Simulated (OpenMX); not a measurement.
# HfIn4SiO6 under changes of volume

One of the cells (18.945 Å³/atom); the others are scaled copies at fixed shape and fractional positions:

```xyz
12
Lattice="3.2302 -5.5777 -0.0247 3.2302 5.5777 -0.0247 -1.4907 0.0000 6.3203" Properties=species:S:1:pos:R:3 pbc="T T T"
Hf    0.6440    0.0000    0.0526
In    4.1040   -1.7301    0.0202
In    4.1040    1.7301    0.0202
In    1.7482   -1.8121    3.0400
In    1.7482    1.8121    3.0400
Si    4.8557    0.0000    2.7718
O     4.0293   -1.3765    2.3731
O     4.0293    1.3765    2.3731
O    -0.2525    0.0000    1.8631
O     5.2892    0.0000    4.3477
O     1.7422   -1.5806    0.4557
O     1.7422    1.5806    0.4557
```

The cell was built by a generator and needn't be a form met in nature.

```yaml
Program: OpenMX 3.8.5
Functional: PBE
Potentials_or_basis: OpenMX 2013 PBE set, Hf7.0-s3p2d2, In7.0-s3p2d1, Si7.0-s2p1d1, O6.0-s2p2, fixed grid of 75 × 75 × 84 points
k_mesh: 5 × 5 × 5
Occupations: fermi-dirac, width 0.05 eV
Spin: no spin polarisation
```

```csv
volume (Å³/atom),energy over the lowest point (meV/atom),gap on the mesh (eV),largest force (eV/Å)
17.808,34.76,0.46,1.793
18.187,18.57,0.51,1.440
18.566,7.73,0.56,1.114
18.945,?,?,?
19.324,0.00,0.65,0.765
19.703,2.19,0.69,0.695
20.081,7.90,0.73,0.666
```

Problem. What does the run at 18.945 Å³/atom give?

Solution. Energy over the lowest point 1.70 meV/atom; gap on the mesh 0.61 eV; largest force 0.839 eV/Å.

Worked out: A Birch-Murnaghan fit of order 3 (a polynomial in V^(-2/3)) to the other rows has its minimum at 19.29 Å³/atom with B0 = V·E''(V) = 85 GPa and B' = 4.3 at fixed shape and positions, which overstates the stiffness. It gives 1.70 meV/atom at 18.945 Å³/atom, against the run's 1.70. A straight line through the other rows of the gap, of slope 2.25 eV per unit of ln V, gives 0.60 eV, against the run's 0.61.

Energies are extrapolated to zero smearing.

Caveats: the basis has few d functions beyond the semicore shells, which can make volumes several per cent too large; spin-orbit coupling is left out, which moves the levels of the heavy elements; an odd mesh through Γ misses points on the zone boundary, where band edges often lie; the basis of atomic orbitals isn't converged, which shifts pressures, moduli and gaps; forces of over 1 eV/Å show positions far from the minimum, so gaps and moduli don't describe the material at rest (some runs).
